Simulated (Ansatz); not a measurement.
Runs of Ansatz 0.2.0 on Ba2Tl5V3O12. The structure is trigonal, space group P-3m1 (No. 164). Conventional cell: a = 8.154 Å, b = 8.154 Å, c = 6.921 Å, α = 90.00°, β = 90.00°, γ = 120.00°. Ba (site symmetry 3m) has 6 O at 2.80 Å as nearest neighbours. V (site symmetry 2/m) has 4 O at 1.82 Å as nearest neighbours. Around Tl (site symmetry 2/m) lie 4 O at 2.53 Å. Tl (site symmetry 3m) is surrounded by 6 O at 2.73 Å and 3 V at 2.82 Å and 3 Tl at 3.03 Å. O (site symmetry 1) is surrounded by 1 V at 1.82 Å. The cell was built by a generator and needn't be a form met in nature.

```tsv
task	level	potentials or basis	cell	k mesh	cutoff (eV)	points for each segment of the path	gap on the mesh (eV)	pressure (GPa)	moment (μB)	relaxed volume (Å³/atom)	largest force (eV/Å)
band structure	revPBE	Ansatz PAW	as given	4 × 4 × 4	420	10	none	2.3	0.00	-	0.05
projected density of states	PBE	Ansatz PAW	as given	4 × 4 × 4	420	-	none	0.2	0.00	-	0.05
band structure	PBEsol	Ansatz PAW	as given	4 × 4 × 4	420	10	none	(b)	0.00	-	0.29
band structure	RPBE	Ansatz PAW	as given	4 × 4 × 4	420	10	none	3.1	0.00	-	0.09
relaxation of cell and atoms	r2SCAN+rVV10	Ansatz PAW	relaxed	3 × 3 × 3	500	-	none	0.0	0.00	17.13	-
electric field gradients	PBE	Ansatz PAW	as given	4 × 4 × 4	420	-	none	0.2	0.00	-	0.05
relaxation of cell and atoms	PBEsol	Ansatz PAW	relaxed	3 × 3 × 3	420	-	none	0.0	0.00	17.04	0.01
relaxation of cell and atoms	RPBE	Ansatz PAW	relaxed	3 × 3 × 3	420	-	none	0.0	0.00	19.18	-
electron localisation function	PBE	Ansatz PAW	as given	4 × 4 × 4	420	-	none	0.2	0.00	-	0.05
relaxation of cell and atoms	revPBE	Ansatz PAW	relaxed	3 × 3 × 3	420	-	none	0.0	0.00	18.88	-
atomic charges	PBE	Ansatz PAW	as given	4 × 4 × 4	420	-	none	0.2	0.00	-	0.05
single point	PBE	PseudoDojo standard (PBE files)	as given	4 × 4 × 4	1143	-	none	(a)	0.00	-	0.09
```

Alike in all rows: spin collinear, ferromagnetic start; smearing fermi-dirac 0.05 eV.

Task: Estimate the missing entries.

Result: (a) -0.1; (b) -3.8.

Caveats: semilocal functionals often make such compounds metallic where correlation or magnetic order opens a gap, which also shifts bond lengths; the starting moments weren't kept; the PAW data sets come from PBE, with cores solved anew for the run's functional, which leaves a small shift of forces and pressure (some runs); the plane-wave basis is chosen anew once the cell has moved, so the energies of steps on either side of that aren't comparable (some runs); spin-orbit coupling is left out, which moves the levels of the heavy elements (some runs); the magnetic or orbital state may not be the lowest (some runs).

A k mesh can miss the band edges, and the runs leave out spin-orbit coupling on Ba, Tl.

A gap of «none» marks a metal or a gap under the smearing width.
